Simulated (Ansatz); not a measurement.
# C9H15Al: one species, many methods

The task here is to estimate one member of a computed series from the others.

Computed with Ansatz 0.2.0, Gaussian basis. Level: functionals in def2-TZVPP, the program's frozen cores in correlated methods.

Plan: LDA (SPW92), PBE-D4, revPBE-D4, BLYP-D4, r2SCAN-D4, B97M-V, PBE0-D4, B3LYP-D4, r2SCANh-D4, r2SCAN0-D4, HSE06-D4, BHLYP-D4, CAM-B3LYP-D4, LC-ωPBE, ωB97X-V, ωB97M-V, B2PLYP, PBE-QIDH; CCSD(T)/def2-SVP; CCSD(T)/def2-TZVPP; MP2/def2-QZVPP; extrapolation to the limit; RPA on PBE.

## Structure used throughout

All runs share one geometry, relaxed beforehand with PBE0-D4 in a triple-zeta def2 set.

SMILES `C=C[CH2][Al]([CH2]C=C)[CH2]C=C`, 25 atoms, charge 0, spin multiplicity 1.

Atoms are counted from 1 here; the program's logs count them from 0.

Bond lengths: C1–C2 1.332 Å, C1–H11 1.083 Å, C1–H12 1.086 Å, C2–C3 1.476 Å, C2–H13 1.090 Å, C3–Al4 1.984 Å, C3–H14 1.097 Å, C3–H15 1.094 Å, Al4–C5 2.057 Å, Al4–C8 1.976 Å, C5–C6 1.438 Å, C5–H16 1.089 Å, C5–H17 1.082 Å, C6–C7 1.372 Å, C6–H18 1.090 Å, C7–H19 1.082 Å, C7–H20 1.090 Å, C8–C9 1.483 Å and more. Angles: C2–C1–H11 121.4°, C2–C1–H12 121.5°, H11–C1–H12 117.0°, C1–C2–C3 126.4°, C1–C2–H13 117.6°, C3–C2–H13 115.9°, C2–C3–Al4 114.7°, C2–C3–H14 111.0°, C2–C3–H15 111.9°, Al4–C3–H14 104.9°, Al4–C3–H15 106.5°, H14–C3–H15 107.3°, C3–Al4–C5 114.5°, C3–Al4–C8 119.8°, C5–Al4–C8 122.3°, Al4–C5–C6 74.5°, Al4–C5–H16 102.7°, Al4–C5–H17 125.7° and more.

The first run:

Input file in.yaml:

```yaml
crystal:
  periodic: [false, false, false]
  atoms:
    - {symbol: C, position_ang: [-0.419315, -3.154918, -1.085506]}
    - {symbol: C, position_ang: [0.233489, -2.087921, -1.543657]}
    - {symbol: C, position_ang: [0.983042, -1.105951, -0.736791]}
    - {symbol: Al, position_ang: [0.022706, 0.598486, -0.403935]}
    - {symbol: C, position_ang: [-1.532315, 0.969044, -1.698413]}
    - {symbol: C, position_ang: [-2.129247, 0.892776, -0.392605]}
    - {symbol: C, position_ang: [-1.987242, -0.175176, 0.457665]}
    - {symbol: C, position_ang: [0.898924, 2.034040, 0.633813]}
    - {symbol: C, position_ang: [1.194636, 1.525250, 1.995103]}
    - {symbol: C, position_ang: [2.352170, 1.024985, 2.421193]}
    - {symbol: H, position_ang: [-0.973936, -3.806287, -1.750036]}
    - {symbol: H, position_ang: [-0.404059, -3.421024, -0.032439]}
    - {symbol: H, position_ang: [0.186731, -1.887884, -2.613775]}
    - {symbol: H, position_ang: [1.913458, -0.813165, -1.237946]}
    - {symbol: H, position_ang: [1.254257, -1.506070, 0.245049]}
    - {symbol: H, position_ang: [-1.564046, 0.062124, -2.300987]}
    - {symbol: H, position_ang: [-1.684215, 1.883894, -2.256477]}
    - {symbol: H, position_ang: [-2.457306, 1.833060, 0.049569]}
    - {symbol: H, position_ang: [-2.316328, -0.103948, 1.485508]}
    - {symbol: H, position_ang: [-1.761710, -1.168985, 0.071583]}
    - {symbol: H, position_ang: [1.820070, 2.316171, 0.111901]}
    - {symbol: H, position_ang: [0.251087, 2.915356, 0.665973]}
    - {symbol: H, position_ang: [0.355075, 1.523939, 2.690191]}
    - {symbol: H, position_ang: [3.228699, 0.995346, 1.780570]}
    - {symbol: H, position_ang: [2.462274, 0.632755, 3.424847]}
basis:
  gaussian: {orbitals: def2-TZVPP}
hamiltonian: {xc: lda}
output: {orbitals: {seedname: orbitals}}
```

Run with:

```
$ ansatz run in.yaml --threads 4 --pin off --events-out ev --progress --plain --max-ram 46080MiB --backend cuda --devices 0, --max-vram 37GiB
```

Among the steps run: LDA; PBE-D4 (GGA); revPBE-D4 (GGA); BLYP-D4 (GGA); r2SCAN-D4 (meta-GGA); B97M-V (meta-GGA); PBE0-D4 (hybrid); B3LYP-D4 (hybrid); r2SCANh-D4 (hybrid); r2SCAN0-D4 (hybrid); HSE06-D4 (hybrid); BHLYP-D4 (hybrid); CAM-B3LYP-D4 (range-separated); LC-ωPBE (range-separated); ωB97X-V (range-separated); ωB97M-V (range-separated); B2PLYP (double hybrid); PBE-QIDH (double hybrid).

One table of the session follows, with a row left open; its other results are not shown here.

It belongs to the step «Frontier levels by functional». 

| functional | HOMO (eV) | gap (eV) |
| --- | --- | --- |
| LDA (SPW92) | -5.42 | 3.50 |
| PBE-D4 | ? | ? |
| revPBE-D4 | -5.16 | 3.55 |
| BLYP-D4 | -5.08 | 3.53 |
| r2SCAN-D4 | -5.40 | 3.86 |
| B97M-V | -5.41 | 3.91 |
| PBE0-D4 | -6.26 | 5.46 |
| B3LYP-D4 | -6.07 | 5.06 |
| r2SCANh-D4 | -5.79 | 4.58 |
| r2SCAN0-D4 | -6.38 | 5.66 |
| HSE06-D4 | -5.87 | 4.69 |
| BHLYP-D4 | -7.17 | 7.38 |
| CAM-B3LYP-D4 | -7.53 | 7.80 |
| LC-ωPBE | -8.84 | 10.19 |
| ωB97X-V | -8.49 | 9.75 |
| ωB97M-V | -8.38 | 9.49 |

**Question.** Estimate the row for PBE-D4.

As computed: HOMO (eV): -5.23; gap (eV): 3.53. In the column «HOMO (eV)» it lies between r2SCAN-D4 (-5.40) and revPBE-D4 (-5.16).
